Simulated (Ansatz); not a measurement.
# CH7BO2SiTe: one species, many methods

Aim: compute CH7BO2SiTe with functionals from several rungs and with coupled cluster, and see how far each lands from CCSD(T) at the basis-set limit for the atomisation energy.

The runs use Ansatz 0.2.0, Gaussian basis; functionals in def2-TZVPP, the program's frozen cores in correlated methods.

The runs, in order: PBE-D4, r2SCAN-D4, PBE0-D4, B3LYP-D4, ωB97X-V, ωB97M-V, B2PLYP; CCSD(T)/def2-TZVPP; MP2/def2-QZVPP; extrapolation to the limit.

## (1) The geometry

The geometry comes from an earlier relaxation with PBE0-D4 in a triple-zeta def2 set; it is a stationary point, not always the lowest conformer. Te takes the def2 core potential; no spin-orbit term is included.

SMILES `C[SiH2][Te]B(O)O`, 13 atoms, charge 0, spin multiplicity 1.

Atoms are counted from 1 here; the program's logs count them from 0.

Bond lengths: C1–Si2 1.870 Å, C1–H7 1.092 Å, C1–H8 1.092 Å, C1–H9 1.093 Å, Si2–Te3 2.503 Å, Si2–H10 1.485 Å, Si2–H11 1.485 Å, Te3–B4 2.186 Å, B4–O5 1.355 Å, B4–O6 1.361 Å, O5–H12 0.964 Å, O6–H13 0.958 Å. Angles: Si2–C1–H7 111.0°, Si2–C1–H8 111.0°, Si2–C1–H9 110.0°, H7–C1–H8 108.4°, H7–C1–H9 108.2°, H8–C1–H9 108.2°, C1–Si2–Te3 107.5°, C1–Si2–H10 110.8°, C1–Si2–H11 110.8°, Te3–Si2–H10 109.3°, Te3–Si2–H11 109.3°, H10–Si2–H11 109.1°, Si2–Te3–B4 93.1°, Te3–B4–O5 118.4°, Te3–B4–O6 122.4°, O5–B4–O6 119.3°, B4–O5–H12 112.2°, B4–O6–H13 114.9°.

Geometry (Å):

```csv
atom,x (Å),y (Å),z (Å)
C1,0.0118,-0.2806,-2.8007
Si2,0.3564,0.2828,-1.0514
Te3,-1.0480,-1.1117,0.4808
B4,-0.3077,-0.1023,2.2735
O5,0.6044,0.8886,2.1241
O6,-0.7303,-0.4348,3.5243
H7,-1.0425,-0.1493,-3.0527
H8,0.2681,-1.3342,-2.9293
H9,0.6074,0.3048,-3.5061
H10,-0.0012,1.7132,-0.8780
H11,1.7890,0.0957,-0.7098
H12,0.8683,1.2706,2.9684
H13,-1.3756,-1.1427,3.5571
```

## (2) PBE-D4 (GGA)

Contents of in.yaml:

```yaml
crystal:
  periodic: [false, false, false]
  atoms:
    - {symbol: C, position_ang: [0.011788, -0.280578, -2.800674]}
    - {symbol: Si, position_ang: [0.356366, 0.282761, -1.051422]}
    - {symbol: Te, position_ang: [-1.047963, -1.111683, 0.480779]}
    - {symbol: B, position_ang: [-0.307737, -0.102311, 2.273478]}
    - {symbol: O, position_ang: [0.604396, 0.888603, 2.124058]}
    - {symbol: O, position_ang: [-0.730298, -0.434827, 3.524255]}
    - {symbol: H, position_ang: [-1.042490, -0.149313, -3.052695]}
    - {symbol: H, position_ang: [0.268078, -1.334151, -2.929302]}
    - {symbol: H, position_ang: [0.607412, 0.304756, -3.506146]}
    - {symbol: H, position_ang: [-0.001236, 1.713196, -0.878034]}
    - {symbol: H, position_ang: [1.788982, 0.095685, -0.709791]}
    - {symbol: H, position_ang: [0.868261, 1.270586, 2.968430]}
    - {symbol: H, position_ang: [-1.375570, -1.142732, 3.557066]}
basis:
  gaussian: {orbitals: def2-TZVPP}
hamiltonian: {xc: pbe, dispersion: d4}
output: {forces: true, orbitals: {seedname: orbitals}}
```

Command:

```bash
$ ansatz run in.yaml --threads 2 --pin off --events-out ev --progress --plain --max-ram 31744MiB --backend cuda --devices 0, --max-vram 18GiB
```

The runs that follow: r2SCAN-D4 (meta-GGA); PBE0-D4 (hybrid); B3LYP-D4 (hybrid); ωB97X-V (range-separated); ωB97M-V (range-separated); B2PLYP (double hybrid); CCSD(T) in def2-TZVPP; MP2 in def2-QZVPP.

Q: Predict the results of all the runs planned. Wanted: atomisation energy, CCSD(T)/CBS; farthest; mean size of error, hybrid; mean size of error, range-separated; gap, smallest and largest; T1 diagnostic; triples share of the correlation energy.

**Answer**, as computed:

| quantity | value |
| --- | --- |
| atomisation energy, CCSD(T)/CBS | 4848.8 kJ/mol |
| functionals within 48.5 kJ/mol (1.0 %) | r2SCAN-D4, PBE0-D4, B3LYP-D4, ωB97X-V, ωB97M-V |
| farthest | B2PLYP (-77.5 kJ/mol) |
| mean size of error, hybrid | 27.6 kJ/mol |
| mean size of error, range-separated | 10.8 kJ/mol |
| gap, smallest and largest | 4.07 eV (PBE-D4), 9.92 eV (ωB97X-V) |
| T1 diagnostic | 0.0117 |
| triples share of the correlation energy | 3.3 % |

**Reading.** PBE-D4 misses by +57.1 kJ/mol. Double hybrids carry the basis error of their MP2 part in triple zeta, and no dispersion term here, so their miss is partly the set-up's. Misses under about 48.5 kJ/mol are within the doubt on the reference itself, which lacks core-valence correlation, spin-orbit coupling and higher excitations, and its outer-core shells are covered unevenly. All levels share the lack of spin-orbit coupling, which lowers the free heavy atoms and so the true binding. Hartree-Fock recovers 73 % of the binding; the rest is correlation. Orbital gaps span 4.1 to 9.9 eV; exact exchange widens them. Correlated methods include outer-core shells of Te, which these sets cover unevenly.
